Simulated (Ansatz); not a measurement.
This script makes vertical spin-state energies of F3In, SMILES [F][In]([F])[F] with the Python package of Ansatz (0.2.0).

`spin_f3in.py`
```python
"""Gap between spin states of F3In at one geometry."""

import warnings

import ansatz as az

config = {
    "basis": "def2-TZVP",
    "functional": "CAM-B3LYP",
}


def main() -> None:
    warnings.simplefilter("ignore", az.DeckWarning)

    geometry = (
        az.Crystal.molecule()
        .atom("F", (-1.1857, -0.2607, 1.3781))
        .atom("In", (-0.0584, -0.2642, -0.4425))
        .atom("F", (1.7967, -0.7484, 0.3817))
        .atom("F", (-0.4972, 1.213, -1.3376))
    )

    calculation = (
        geometry.calculation()
        .basis(gaussian=config["basis"])
        .functional(config["functional"])
    )
    found = {}
    for unpaired in [0, 2, 4]:
        report = calculation.spin("collinear", total=unpaired).run(threads=1).report
        s = unpaired / 2
        found[unpaired] = report["free_energy_ev"]
        print(f"2S+1 = {unpaired + 1}: E = {found[unpaired]:.5f} eV, <S^2> = {abs(report['mean_field']['state']['spin_squared']):.3f} (pure state {s * (s + 1):.2f})")
    lowest = min(found, key=found.get)
    for unpaired, e in found.items():
        print(f"multiplicity {unpaired + 1}: {23.060548 * (e - found[lowest]):.1f} kcal/mol above the lowest")


if __name__ == "__main__":
    main()
```

Which spin state is lowest at this geometry, and how far above lie the others?

In order: multiplicity 1 (+0.00 eV), multiplicity 3 (+3.63 eV) and multiplicity 5 (+11.64 eV), all at the one geometry.

What the script printed:

```console
$ python spin_f3in.py
2S+1 = 1: E = -13326.47276 eV, <S^2> = 0.000 (pure state 0.00)
2S+1 = 3: E = -13322.84150 eV, <S^2> = 2.017 (pure state 2.00)
2S+1 = 5: E = -13314.83187 eV, <S^2> = 6.007 (pure state 6.00)
multiplicity 1: 0.0 kcal/mol above the lowest
multiplicity 3: 83.7 kcal/mol above the lowest
multiplicity 5: 268.4 kcal/mol above the lowest
```

What to keep in mind:
- Total energies depend on the basis set; only differences at equal settings carry meaning.
- The geometry is a force-field or estimated start, not a minimum of this method, and the basis set is short of its limit. All parts are taken at fixed geometry, without zero-point energy.
- def2 sets replace the cores of elements past krypton by effective core potentials.
- Spin-orbit coupling, which mixes and shifts the spin states of heavy atoms, is left out.
- Run time: 78 s on 1 thread of Arm Neoverse V2, on a shared host, peak memory 0.59 GiB.

(Lines on the test bed's own set-up are left out of the output.)
